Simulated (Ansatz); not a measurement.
LaZn₅, space group P6/mmm: an equation of state with a fit, run with Ansatz's Python interface.

The script, `eos_lazn5.py`:
```python
"""Bulk modulus of LaZn5 from an E(V) curve."""

import warnings

import ansatz as az
import numpy as np
from pymatgen.analysis.eos import EOS

VECTORS = np.array([
    [5.4654, 0.0, 0.0],
    [-2.7327, 4.73318, 0.0],
    [0.0, 0.0, 4.2574],
])
SITES = [
    ("La", [0.0, 0.0, 0.0]),
    ("Zn", [1 / 3, 2 / 3, 0.0]),
    ("Zn", [2 / 3, 1 / 3, 0.0]),
    ("Zn", [0.5, 0.0, 0.5]),
    ("Zn", [0.5, 0.5, 0.5]),
    ("Zn", [0.0, 0.5, 0.5]),
]


def crystal_on(cell):
    crystal = az.Crystal(lattice=az.Lattice.of(cell))
    for symbol, position in SITES:
        crystal = crystal.atom(symbol, position)
    return crystal

warnings.simplefilter("ignore", az.DeckWarning)

# uniform scaling of the cell
volumes, energies, pressures = [], [], []
for scale in np.linspace(0.88, 1.12, 7):
    cell = VECTORS * scale ** (1 / 3)
    model = (
        crystal_on(cell).calculation()
        .scf(tolerance=1e-09)
        .basis(550)
        .functional("pbesol")
        .occupations("methfessel_paxton", width=0.1)
        .kpoints(5, 5, 6)
        .stress()
    )
    rep = model.run(threads=1, backend="cpu").report
    volumes.append(abs(np.linalg.det(cell)) / len(SITES))
    energies.append(rep["free_energy_ev"] / len(SITES))
    pressures.append(np.trace(rep["stress_gpa"]) / 3)
    print(f"V = {volumes[-1]:8.4f} A^3/atom  F = {energies[-1]:.5f} eV/atom  P = {pressures[-1]:8.3f} GPa")

for form in ["murnaghan", "birch_murnaghan", "vinet"]:
    fit = EOS(eos_name=form).fit(volumes, energies)
    print(f"{form:18s} V0 {fit.v0:8.4f} A^3/atom  B0 {fit.b0_GPa:7.1f} GPa  B1 {fit.b1:5.2f}")
```

From its runs, with one value withheld:

| V (Å³/atom) | F less the lowest row shown (meV/atom) |
| --- | --- |
| 16.153 | ? |
| 16.887 | 3.07 |
| 17.621 | 0.00 |
| 18.356 | 12.17 |
| 19.090 | 36.27 |
| 19.824 | 69.48 |
| 20.558 | 109.66 |

What is the missing energy at 16.153 Å³ an atom?

A third-order Birch-Murnaghan fit, E = E0 + (9 V0 B0 / 16) [(t - 1)³ B' + (t - 1)² (6 - 4t)] with t = (V0/V)^(2/3), through the 6 rows shown gives V0 = 17.381 Å³, B0 = 85.6 GPa, B' = 5.07 and E0 = -0.89 meV. At V = 16.153 Å³, t = 1.05005, and the fit extrapolates to 26.00 meV. The run gave 25.59 meV, a miss of 0.41 meV.

Shape and fractional positions are held along the curve, so the bulk modulus is an upper value where they are free to relax. For a metal this k-point mesh is coarse: on a finer one energies can move by several to tens of meV an atom and pressures by half a GPa or more, differences at one mesh by less. The program warned that this SCF threshold is loose for forces or stresses. Pressure is positive in compression. The structure is a deposited one; some such entries were measured under pressure or heat, so a shift against it needn't be the functional's error alone. The script silences the warnings on its input, which a real study should read. Run time: 87 s on 1 thread of Arm Neoverse V1, on a shared host, peak memory 0.62 GiB.
